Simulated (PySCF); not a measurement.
# C4H5F3O2Si: the cost of one run

Computed with PySCF 2.14.0 and routines of our own; the level stands in each step. Atoms count from 0.

## Step 1: The system as given

15 atoms, charge 0, multiplicity 1; geometry from: GFN2-xTB.

## Step 2: Magnetic properties: GIAO B97-2/pcSseg-1

The job: settings as JSON, then the geometry in Å.

```
{"job": {"kind": "mag", "xc": "B97-2", "basis": "pcSseg-1", "isotopologues": 0}, "charge": 0, "multiplicity": 1}
O      0.470380     0.276824    -1.154148
C      0.462664     0.029627     0.017727
C     -0.810478    -0.143204     0.851615
C     -1.994255     0.451222     0.165971
F     -2.208442     1.756430     0.409265
C     -2.785404    -0.186812    -0.687522
F     -3.823035     0.321641    -1.328308
F     -2.647785    -1.479315    -0.957775
O      1.547904    -0.145732     0.738314
Si     3.088594    -0.014499     0.090368
H     -0.956410    -1.213936     1.008083
H     -0.660715     0.338675     1.819152
H      3.219648    -0.980626    -0.991378
H      3.274481     1.359010    -0.358765
H      3.818439    -0.361316     1.300397
```

With the program's defaults for keys left out, this is: GIAO B97-2/pcSseg-1 magnetisability, rotational g tensor and spin-rotation constants, non-relativistic, gas phase.

The run is started by

```bash
$ OMP_NUM_THREADS=1 python excited_run.py task.json out
```

This one command runs all jobs of the session in turn.

Q: Estimate the wall time and peak memory of this first job on 1 thread of Arm Neoverse V2, shared host.

About 45 s, with a peak of 0.92 GiB.
